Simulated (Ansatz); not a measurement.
# CH₅SeSi radical: geometry optimisation

The task: find the minimum of CH₅SeSi radical nearest to the start.

Program: Ansatz 0.2.0. Level of theory: UKS PBE0-D4/def2-SVP. These are calculated values, not measurements.

## 1. The starting structure

SMILES `C[SiH2][Se]`, 8 atoms, charge 0, spin multiplicity 2.

Atoms are counted from 1 here; the program's logs count them from 0.

Bond lengths: C1–Si2 1.887 Å, C1–H4 1.110 Å, C1–H5 1.108 Å, C1–H6 1.108 Å, Si2–Se3 2.284 Å, Si2–H7 1.508 Å, Si2–H8 1.513 Å. Angles: Si2–C1–H4 110.3°, Si2–C1–H5 110.7°, Si2–C1–H6 110.6°, H4–C1–H5 108.2°, H4–C1–H6 108.8°, H5–C1–H6 108.2°, C1–Si2–Se3 114.4°, C1–Si2–H7 110.5°, C1–Si2–H8 110.8°, Se3–Si2–H7 110.1°, Se3–Si2–H8 102.6°, H7–Si2–H8 108.1°.

Geometry (Å):

```
C    -0.6338    0.8002   -0.2034
Si    0.5136   -0.6833    0.0026
Se    1.5490   -0.7991    2.0356
H    -1.1413    0.7595   -1.1897
H    -0.0627    1.7484   -0.1460
H    -1.4036    0.8101    0.5933
H     1.5387   -0.7154   -1.1031
H    -0.2678   -1.9775   -0.0451
```

## 2. Relaxation

input.yaml reads:

```yaml
crystal:
  periodic: [false, false, false]
  atoms:
    - { symbol: C, position_ang: [-0.633786, 0.800193, -0.203414] }
    - { symbol: Si, position_ang: [0.513641, -0.683345, 0.00261] }
    - { symbol: Se, position_ang: [1.548959, -0.799077, 2.035621] }
    - { symbol: H, position_ang: [-1.141278, 0.75951, -1.189746] }
    - { symbol: H, position_ang: [-0.062703, 1.748442, -0.146032] }
    - { symbol: H, position_ang: [-1.403649, 0.810074, 0.593322] }
    - { symbol: H, position_ang: [1.538668, -0.715355, -1.10305] }
    - { symbol: H, position_ang: [-0.267753, -1.977543, -0.04511] }
magnetization:
  spin_polarized: true
  initial_magnetization: 1
basis:
  gaussian: { orbitals: def2-SVP }
hamiltonian:
  xc: pbe0
  dispersion: d4
output:
  forces: true
relax:
  f_tol: 0.003
  max_steps: 120
```

The run is started by

```console
> ansatz run input.yaml --threads 1 --pin off --max-ram 2560MiB --backend cpu --events-out ev --progress --plain --runs-dir out
```

**Question.** What will these runs give? Wanted: energy gained; root mean square move; dipole moment.

As calculated:

```
             quantity      value
        energy gained  0.0092 eV
root mean square move    0.018 Å
        dipole moment     1.62 D
```

Bond lengths: C1–Si2 1.874 Å, C1–H4 1.102 Å, C1–H5 1.101 Å, C1–H6 1.100 Å, Si2–Se3 2.278 Å, Si2–H7 1.496 Å, Si2–H8 1.498 Å. Angles: Si2–C1–H4 110.4°, Si2–C1–H5 110.7°, Si2–C1–H6 110.6°, H4–C1–H5 108.3°, H4–C1–H6 108.6°, H5–C1–H6 108.2°, C1–Si2–Se3 113.7°, C1–Si2–H7 110.6°, C1–Si2–H8 111.1°, Se3–Si2–H7 108.8°, Se3–Si2–H8 103.7°, H7–Si2–H8 108.7°. No frequencies were computed here.
